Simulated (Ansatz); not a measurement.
**CH₅FNNbO₂: how energies converge with the basis set**

One table from this session's results is given with a row withheld; the runs are named, their logs left out.

Method: one geometry, several basis sets; program: Ansatz 0.2.0, Gaussian basis.

Plan: PBE0-D4/def2-SVP; ωB97M-V/def2-SVP; PBE0-D4/def2-QZVPP; ωB97M-V/def2-QZVPP; the functionals' def2-TZVPP values are taken from earlier runs.

## The relaxed structure

All runs share one geometry, relaxed beforehand with PBE0-D4 in a triple-zeta def2 set. Nb takes the def2 core potential; no spin-orbit term is included.

SMILES `C[O][Nb](=[NH])([OH])[F]`, 11 atoms, charge 0, spin multiplicity 1.

Atoms are counted from 1 here; the program's logs count them from 0.

Bond lengths: C1–O2 1.400 Å, C1–H7 1.094 Å, C1–H8 1.094 Å, C1–H9 1.094 Å, O2–Nb3 1.875 Å, Nb3–N4 1.746 Å, Nb3–O5 1.901 Å, Nb3–F6 1.887 Å, N4–H10 1.008 Å, O5–H11 0.957 Å. Angles: O2–C1–H7 109.7°, O2–C1–H8 109.6°, O2–C1–H9 110.9°, H7–C1–H8 108.6°, H7–C1–H9 109.0°, H8–C1–H9 109.0°, C1–O2–Nb3 142.3°, O2–Nb3–N4 107.5°, O2–Nb3–O5 109.5°, O2–Nb3–F6 110.5°, N4–Nb3–O5 108.6°, N4–Nb3–F6 109.4°, O5–Nb3–F6 111.2°, Nb3–N4–H10 177.0°, Nb3–O5–H11 129.2°.

Geometry (Å):

```mol
CH5FNNbO2
  3D, bonds by distance, orders not assigned

 11 10  0  0  0  0  0  0  0  0999 V2000
    0.4474   -1.9165    0.5035 C   0  0
   -0.3502   -0.7761    0.6545 O   0  0
   -0.4333    1.0444    0.2153 Nb  0  0
    1.0055    1.4309   -0.6953 N   0  0
   -1.9514    1.3627   -0.8828 O   0  0
   -0.4884    2.0986    1.7790 F   0  0
   -0.1068   -2.6831   -0.0458 H   0  0
    0.7089   -2.3136    1.4884 H   0  0
    1.3667   -1.6811   -0.0417 H   0  0
    1.8569    1.6734   -1.1776 H   0  0
   -1.9901    1.7034   -1.7767 H   0  0
  1  2  8  0
  2  3  8  0
  3  4  8  0
  3  5  8  0
  3  6  8  0
  1  7  8  0
  1  8  8  0
  1  9  8  0
  4 10  8  0
  5 11  8  0
M  END
```

The first run:

Contents of in.yaml:

```yaml
crystal:
  periodic: [false, false, false]
  atoms:
    - {symbol: C, position_ang: [0.447397, -1.916477, 0.503491]}
    - {symbol: O, position_ang: [-0.350153, -0.776148, 0.654533]}
    - {symbol: Nb, position_ang: [-0.433252, 1.044423, 0.215342]}
    - {symbol: N, position_ang: [1.005507, 1.430891, -0.695333]}
    - {symbol: O, position_ang: [-1.951373, 1.362728, -0.882830]}
    - {symbol: F, position_ang: [-0.488413, 2.098555, 1.778996]}
    - {symbol: H, position_ang: [-0.106846, -2.683053, -0.045816]}
    - {symbol: H, position_ang: [0.708927, -2.313589, 1.488434]}
    - {symbol: H, position_ang: [1.366710, -1.681137, -0.041741]}
    - {symbol: H, position_ang: [1.856931, 1.673401, -1.177629]}
    - {symbol: H, position_ang: [-1.990137, 1.703406, -1.776748]}
basis:
  gaussian: {orbitals: def2-SVP}
hamiltonian: {xc: pbe0, dispersion: d4}
output: {orbitals: {seedname: orbitals}}
```

The run is started by

```console
> ansatz run in.yaml --threads 2 --pin off --events-out ev --progress --plain --max-ram 32768MiB --backend cpu
```

Among the steps run: PBE0-D4 in def2-SVP; ωB97M-V in def2-SVP; PBE0-D4 in def2-QZVPP; ωB97M-V in def2-QZVPP.

One table of the session follows, with a row left open; its other results are not shown here.

It belongs to the step «Functionals by basis». 

```
functional       basis  HOMO (eV)
   PBE0-D4    def2-SVP      -7.96
   PBE0-D4  def2-TZVPP      -8.04
   PBE0-D4  def2-QZVPP      -8.07
   ωB97M-V    def2-SVP     -10.31
   ωB97M-V  def2-TZVPP     -10.38
   ωB97M-V  def2-QZVPP          ?
```

Q: Estimate the row for ωB97M-V, def2-QZVPP from the others.

The run gave: HOMO (eV): -10.42. In the column «HOMO (eV)» it is the lowest.
